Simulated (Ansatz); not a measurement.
# W3N2: one candidate structure

Aim: relax W3N2 from this start, A-type sesquioxide type (P-3m1, No. 164), and see where it ends.

Computed with Ansatz 0.2.0 (DFT PBE, scalar-relativistic, plane waves, PAW, unless a step's input says otherwise).

1 further run of the same task is left out (set aside as unsound or not needed).

**1. Starting point**

Symmetry: P-3m1, No. 164, trigonal system. Conventional cell: a = 3.559 Å, b = 3.559 Å, c = 5.538 Å, α = 90.00°, β = 90.00°, γ = 120.00°. W (site symmetry -3m) has 6 N at 2.46 Å as nearest neighbours. W (site symmetry 3m) is surrounded by 4 N at 2.14 to 2.22 Å. N (site symmetry 3m) has 7 W at 2.14 to 2.46 Å as nearest neighbours.

Coordinates:

```
CELL_PARAMETERS angstrom
3.55948 0.00000 0.00000
-1.77974 3.08260 0.00000
0.00000 0.00000 5.53798
ATOMIC_POSITIONS crystal
W 0.00000 0.00000 0.00000
W 0.33333 0.66667 0.64500
W 0.66667 0.33333 0.35500
N 0.33333 0.66667 0.24500
N 0.66667 0.33333 0.75500
```

(A quick probe on a coarse mesh, which set the mesh and smearing, is not shown.)

**3. Coarse relaxation**

input.yaml

```yaml
crystal:
  lattice:
    - [3.559482716, 0.0, 0.0]
    - [-1.779741358, 3.0826024564, 0.0]
    - [0.0, 0.0, 5.537976916]
  atoms:
    - { symbol: W, position: [0.0, 0.0, 0.0] }
    - { symbol: W, position: [0.3333333333, 0.6666666667, 0.645] }
    - { symbol: W, position: [0.6666666667, 0.3333333333, 0.355] }
    - { symbol: "N", position: [0.3333333333, 0.6666666667, 0.245] }
    - { symbol: "N", position: [0.6666666667, 0.3333333333, 0.755] }
basis:
  ecutwfc: 420
kpoints:
  mp_grid: { grid: [6, 6, 4] }
hamiltonian:
  xc: pbe
scf:
  occupations: { method: gaussian, width: 0.1 }
  lower_state_search: "off"
output:
  forces: true
  stress: true
  eigenvalues: true
relax:
  adjacent_minimum: "off"
  f_tol: 0.04
  max_steps: 70
  cell: { stress_tol: 0.4 }
```

Started as:

```
$ ansatz run input.yaml --threads 1 --pin off --max-ram 2560MiB --backend cpu --events-out ev --progress --plain --runs-dir out
```

The session goes on with these runs: full relaxation.

What does the calculation give?

As calculated:

Formation energies count from the elements, computed with the same settings in runs not shown here.

| quantity | value |
| --- | --- |
| cell | a = 3.030 Å, b = 3.030 Å, c = 9.991 Å, α = 90.00°, β = 90.00°, γ = 120.00° |
| space group | P-3m1 (No. 164) |
| volume | 15.88 Å³/atom |
| gap on the mesh | none (metal) |
| formation energy from the elements | +0.067 eV/atom |

**Reading.** The space group stayed P-3m1, and from the first guess the volume went from 12.15 to 15.88 Å³/atom. The formation energy of +0.07 eV/atom is positive, so the elements lie lower than this structure; another structure of the compound can lie lower. The runs treat W without spin-orbit coupling.
